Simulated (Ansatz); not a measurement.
# TiO2: the cost of one run

Method: DFT PBE, scalar-relativistic, plane waves, PAW, in Ansatz 0.2.0.

## Step 1: The starting structure

It takes space group Imma (No. 74, orthorhombic). The conventional cell has a = 3.803 Å, b = 3.814 Å, c = 9.467 Å, α = 90.00°, β = 90.00°, γ = 90.00°. Ti (site symmetry mm2) has 6 O at 1.94 to 1.97 Å as nearest neighbours. O (site symmetry mm2) is surrounded by 3 Ti at 1.94 to 1.97 Å. O (site symmetry mm2) has 3 Ti at 1.95 to 1.97 Å as nearest neighbours.

Coordinates:

```cif
data_structure
_symmetry_space_group_name_H-M 'Imma'
_symmetry_Int_Tables_number 74
_cell_length_a 3.8031
_cell_length_b 3.8145
_cell_length_c 9.4670
_cell_angle_alpha 90.000
_cell_angle_beta 90.000
_cell_angle_gamma 90.000
_cell_volume 137.34
loop_
_atom_site_label
_atom_site_type_symbol
_atom_site_symmetry_multiplicity
_atom_site_Wyckoff_symbol
_atom_site_fract_x
_atom_site_fract_y
_atom_site_fract_z
_atom_site_occupancy
Ti1 Ti 4 e 0.00000 0.75000 0.12500 1
O1 O 4 e 0.00000 0.75000 0.33310 1
O2 O 4 e 0.50000 0.75000 0.58310 1
```

## Step 2: Relaxing the atoms: TiO2, no spin

input.yaml

```yaml
crystal:
  lattice:
    - [-1.907237, 1.90156, 4.733514]
    - [1.907237, -1.90156, 4.733514]
    - [1.907237, 1.90156, -4.733514]
  atoms:
    - { symbol: Ti, position: [0.0, 0.0, 0.0] }
    - { symbol: Ti, position: [0.75, 0.25, 0.5] }
    - { symbol: O, position: [0.2081, 0.2081, 0.0] }
    - { symbol: O, position: [0.9581, 0.4581, 0.5] }
    - { symbol: O, position: [0.5419, 0.0419, 0.5] }
    - { symbol: O, position: [0.7919, 0.7919, 0.0] }
scf:
  occupations: { method: fixed }
output:
  forces: true
  stress: true
hamiltonian:
  xc: pbe
kpoints:
  mp_grid: { grid: [7, 7, 7] }
relax:
  f_tol: 0.002
```

Started as:

```console
> ansatz run input.yaml --threads 8 --pin off --max-ram 16384MiB --backend cpu --events-out ev --progress --plain --runs-dir out
```

What time and memory should one allow on 8 threads of Arm Neoverse N1, shared host?

About 7.4 s, with a peak of 0.49 GiB.
